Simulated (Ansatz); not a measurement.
# CH2BrF (SMILES FCBr): r2SCAN0/cc-pVDZ

What is the electronic atomisation energy of CH2BrF at r2SCAN0/cc-pVDZ? 

The results are computed with Ansatz 0.2.0.

59 further runs of the same task are left out: 59 set aside as unsound or not needed.

## (1) Starting point

CH2BrF: 5 atoms, total charge 0, spin state singlet. As SMILES, `FCBr`. The shape is that of a PBE0-D4/def2-TZVP optimisation.

Bond lengths: F1–C2 1.352 Å, C2–Br3 1.935 Å, C2–H4 1.088 Å, C2–H5 1.088 Å. Angles: F1–C2–Br3 110.7°, F1–C2–H4 109.8°, F1–C2–H5 109.8°, Br3–C2–H4 106.9°, Br3–C2–H5 106.9°, H4–C2–H5 112.8°.

## (2) A single-point energy at r2SCAN0/cc-pVDZ

molecule.yaml reads:

```yaml
crystal:
  periodic: [false, false, false]
  atoms:
    - {symbol: F, position_ang: [0.686900, 1.170700, 0.163000]}
    - {symbol: C, position_ang: [0.150000, -0.066700, 0.076600]}
    - {symbol: Br, position_ang: [-1.544900, -0.012500, -0.855200]}
    - {symbol: H, position_ang: [0.807700, -0.713600, -0.500400]}
    - {symbol: H, position_ang: [-0.049700, -0.451500, 1.074600]}
basis:
  gaussian:
    orbitals: cc-pVDZ
hamiltonian:
  xc: {name: r2SCAN0}
accuracy: high
output:
  orbitals: {seedname: orbitals}
```

Launch:

```
ansatz run molecule.yaml --threads 1 --pin off --max-ram 3480MiB --events-out events.jsonl --progress --plain --runs-dir runs
```

The program printed:

```text
Warning: RAYON_NUM_THREADS=1 ignored (pool sized by the plan → 1); use --threads N
Functional definition: r2SCAN0
  name "r2SCAN0"
  parameter a = 0.25
  parameter k0 = 0.174
  parameter k1 = 0.065
  parameter a1 = 4.9479
  exchange = (1 - a)*r2scan_x(k0 = k0, k1 = k1, a1 = a1) + a*exact_x
  correlation = r2scan_c
1379 factors; integrals over basis functions are off by at most 4.6e-9 eV
mean field evaluation 1: about -73828.4311 eV, gradient 1.8e1 eV
mean field evaluation 2: about -73828.4344 eV, gradient 1.9e1 eV
mean field evaluation 4: about -73829.0415 eV, gradient 4.3e-1 eV
mean field evaluation 8: about -73829.1712 eV, gradient 6.2e-2 eV
mean field evaluation 16: about -73829.1712 eV, gradient 8.4e-6 eV
mean field -73829.17124623 eV, -2713.1720000894 hartree, gradient 8.9e-8 eV, S^2 0.000000; 0 other end points of the search recorded, 0 dependent functions left out
reference -73829.17124659 eV, -2713.1720001026 hartree; 26, 26 occupied and 39, 39 virtual orbitals, 1379 factors
Total energy: -73829.17124659 eV, -2713.1720001026 hartree
```

It took 8.7 s on 1 thread of Arm Neoverse V2, shared host; peak memory 0.23 GiB.

## (3) The Br atom at the same level

run.yaml reads:

```yaml
crystal:
  periodic: [false, false, false]
  atoms:
    - {symbol: Br, position_ang: [0.000000, 0.000000, 0.000000]}
basis:
  gaussian: {orbitals: cc-pVDZ}
magnetization: {spin_polarized: true, initial_magnetization: 1}
hamiltonian: {xc: {name: r2SCAN0}}
accuracy: high
```

Run the same way, it converges to -2574.06761 Eh (log not shown).

## (4) The C atom at the same level

run.yaml reads:

```yaml
basis:
  gaussian: {orbitals: cc-pVDZ}
crystal:
  periodic: [false, false, false]
  atoms:
    - {symbol: C, position_ang: [0.000000, 0.000000, 0.000000]}
magnetization: {spin_polarized: true, initial_magnetization: 2}
hamiltonian: {xc: {name: r2SCAN0}}
accuracy: high
```

Run the same way, it converges to -37.82786 Eh (log not shown).

## (5) The F atom at the same level

molecule.yaml reads:

```yaml
crystal:
  periodic: [false, false, false]
  atoms:
    - {symbol: F, position_ang: [0.000000, 0.000000, 0.000000]}
basis:
  gaussian:
    orbitals: cc-pVDZ
magnetization:
  spin_polarized: true
  initial_magnetization: 1
hamiltonian:
  xc: {name: r2SCAN0}
accuracy: high
```

Run the same way, it converges to -99.68145 Eh (log not shown).

## (6) The H atom

run.yaml reads:

```yaml
crystal:
  periodic: [false, false, false]
  atoms:
    - {symbol: H, position_ang: [0.000000, 0.000000, 0.000000]}
basis:
  gaussian: {orbitals: cc-pVDZ}
accuracy: high
hamiltonian: {xc: {name: r2SCAN0}}
total_charge: 0
magnetization: {spin_polarized: true, initial_magnetization: 1}
```

Run the same way, it converges to -0.49923 Eh (log not shown).

## (7) Results

Level: r2SCAN0/cc-pVDZ.

| quantity | value |
| --- | --- |
| molecule: total energy | -2713.17200 Eh |
| molecule: HOMO energy | -8.36 eV |
| molecule: LUMO energy | 0.22 eV |
| molecule: HOMO–LUMO gap | 8.58 eV |
| Br atom: total energy | -2574.06761 Eh |
| Br atom: ⟨S²⟩ | 0.753 |
| C atom: total energy | -37.82786 Eh |
| C atom: ⟨S²⟩ | 2.005 |
| F atom: total energy | -99.68145 Eh |
| F atom: ⟨S²⟩ | 0.751 |
| H atom: total energy | -0.49923 Eh |
| H atom: ⟨S²⟩ | 0.750 |
| electronic atomisation energy | 16.235 eV |

Taking the molecule apart into free atoms costs 16.24 eV (1566 kJ/mol), before zero-point energy and without spin-orbit coupling.
